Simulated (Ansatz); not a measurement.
# CsGd2: a trial structure relaxed

Where does this trial cell of CsGd2 go when cell and atoms are let free?

Program: Ansatz 0.2.0. Level of theory: DFT PBE, scalar-relativistic, plane waves, PAW. These are calculated values, not measurements.

## (1) The starting structure

The structure is cubic, space group Fm-3m (No. 225). The conventional cell has a = 7.620 Å, b = 7.620 Å, c = 7.620 Å, α = 90.00°, β = 90.00°, γ = 90.00°. Around Cs (site symmetry m-3m) lie 8 Gd at 3.30 Å. Around Gd (site symmetry -43m) lie 4 Cs at 3.30 Å.

Coordinates:

```cif
data_structure
_symmetry_space_group_name_H-M 'P 1'
_symmetry_Int_Tables_number 1
_cell_length_a 5.3884
_cell_length_b 5.3884
_cell_length_c 5.3884
_cell_angle_alpha 60.000
_cell_angle_beta 60.000
_cell_angle_gamma 60.000
_cell_volume 110.63
loop_
_atom_site_label
_atom_site_type_symbol
_atom_site_fract_x
_atom_site_fract_y
_atom_site_fract_z
_atom_site_occupancy
Cs1 Cs 0.50000 0.50000 0.50000 1
Gd1 Gd 0.25000 0.25000 0.25000 1
Gd2 Gd 0.75000 0.75000 0.75000 1
```

Recipe of the guess: random cell by space group and Wyckoff sites (Fm-3m, No. 225). The dimensions are guesses.

## (2) The guess as it stands, on a coarse mesh

input.yaml reads:

```yaml
crystal:
  lattice:
    - [0.0, 3.81016761, 3.81016761]
    - [3.81016761, 0.0, 3.81016761]
    - [3.81016761, 3.81016761, 0.0]
  atoms:
    - { symbol: Cs, position: [0.5, 0.5, 0.5] }
    - { symbol: Gd, position: [0.25, 0.25, 0.25], spin: 7.0 }
    - { symbol: Gd, position: [0.75, 0.75, 0.75], spin: 7.0 }
basis:
  ecutwfc: 420
kpoints:
  mp_grid: { grid: [4, 4, 4] }
hamiltonian:
  xc: pbe
scf:
  occupations: { method: gaussian, width: 0.1 }
  lower_state_search: "off"
output:
  forces: true
  stress: true
  eigenvalues: true
  populations: true
magnetization:
  spin_polarized: true
```

Run with:

```
ansatz run input.yaml --threads 1 --pin off --max-ram 2560MiB --backend cpu --events-out ev --progress --plain --runs-dir out
```

The session goes on with these runs: a loose first relaxation; final relaxation.

Before running it: what results should come out? Wanted: conventional cell; volume; energy over the elements; gap on the mesh; total moment.

The runs gave:

```
                              quantity                                                                      value
symmetry at the end (tolerance 0.05 Å)                                                space group Fm-3m (No. 225)
                     conventional cell  a = 8.031 Å, b = 8.031 Å, c = 8.031 Å, α = 90.00°, β = 90.00°, γ = 90.00°
                                volume                                                              43.16 Å³/atom
              energy over the elements                                                              +1.19 eV/atom
                       gap on the mesh                                                               none (metal)
                          total moment                                                              14.60 μB/cell
```

What this shows: The space group Fm-3m (No. 225) is kept, and the volume per atom grows by 17.0 % from the first guess. The formation energy is positive, so the separate elements lie lower. No finished test with a distortion of lower symmetry is shown, so the end may be a saddle point. The runs treat Gd without spin-orbit coupling. The open f shell has no Hubbard U here, which places its levels poorly. Other magnetic orders were not searched.
